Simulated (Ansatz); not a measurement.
**GeH₃F (singlet): the correlation ladder at a displaced geometry (v1), cc-pVDZ**

Aim: climb from Hartree-Fock through coupled cluster for GeH₃F (singlet) at one geometry and basis, and see what each rung misses.

The runs use Ansatz 0.2.0, Gaussian basis; cc-pVDZ, core rule «outside noble gas», up to 15 orbitals frozen.

The runs, in order: UHF; CCSD(T) on RHF; BCCD(T) on RHF; CISD; CCSDT(Q) on RHF.

23 further runs of the same task are left out: 5 for a known fault of the program, 8 that didn't finish, 10 set aside as unsound or not needed.

## Step 1: The system

The geometry is a PBE0/def2-TZVP stationary point (not a proven minimum) with its atoms shifted at random (size 0.040 Å). No spin-orbit coupling is included. The filled d shell of Ge may be among the frozen orbitals whatever the setting's name suggests; the logs give the count.

5 atoms, charge 0, spin multiplicity 1.

Atoms are counted from 1 here; the program's logs count them from 0.

Bond lengths: Ge1–F2 1.741 Å, Ge1–H3 1.563 Å, Ge1–H4 1.539 Å, Ge1–H5 1.627 Å. Angles: F2–Ge1–H3 104.6°, F2–Ge1–H4 108.4°, F2–Ge1–H5 108.3°, H3–Ge1–H4 115.3°, H3–Ge1–H5 109.4°, H4–Ge1–H5 110.5°.

## Step 2: UHF

in.yaml

```yaml
crystal:
  periodic: [false, false, false]
  atoms:
    - {symbol: Ge, position_ang: [-0.334592, 0.000624, 0.005413]}
    - {symbol: F, position_ang: [1.406475, -0.003059, -0.013747]}
    - {symbol: H, position_ang: [-0.726886, 1.512656, -0.045413]}
    - {symbol: H, position_ang: [-0.808011, -0.758854, 1.257688]}
    - {symbol: H, position_ang: [-0.862126, -0.741081, -1.343303]}
basis:
  gaussian: {orbitals: cc-pVDZ}
magnetization: {spin_polarized: true, initial_magnetization: 0}
hamiltonian: {xc: hf}
output: {orbitals: {seedname: orbitals}}
```

Started as:

```console
> ansatz run in.yaml --threads 1 --pin off --events-out ev --progress --plain --max-ram 2393MiB
```

Further steps of the session: CCSD(T) on RHF; BCCD(T) on RHF; CISD; CCSDT(Q) on RHF.

Before running them: what should the planned runs give, taken together? Wanted: RCCSDT(Q) below the RHF energy; RMP2 from RCCSDT(Q); RCCSD from RCCSDT(Q); RCCSD(T) from RCCSDT(Q); T1 diagnostic.

**Answer**, as computed:

| quantity | value |
| --- | --- |
| RCCSDT(Q) below the RHF energy | -8.7816 eV |
| RMP2 from RCCSDT(Q) | +817.7 meV |
| RCCSD from RCCSDT(Q) | +171.9 meV |
| RCCSD(T) from RCCSDT(Q) | +32.5 meV |
| levels within 1 kcal/mol (43 meV) | RCCSD(T), BCCD(T), RCCSDT |
| T1 diagnostic | 0.012 |

**Reading.** RCCSD(T) lands +32.5 meV from the yardstick (0.4 % of the correlation energy). These misses are within one basis, not against nature.
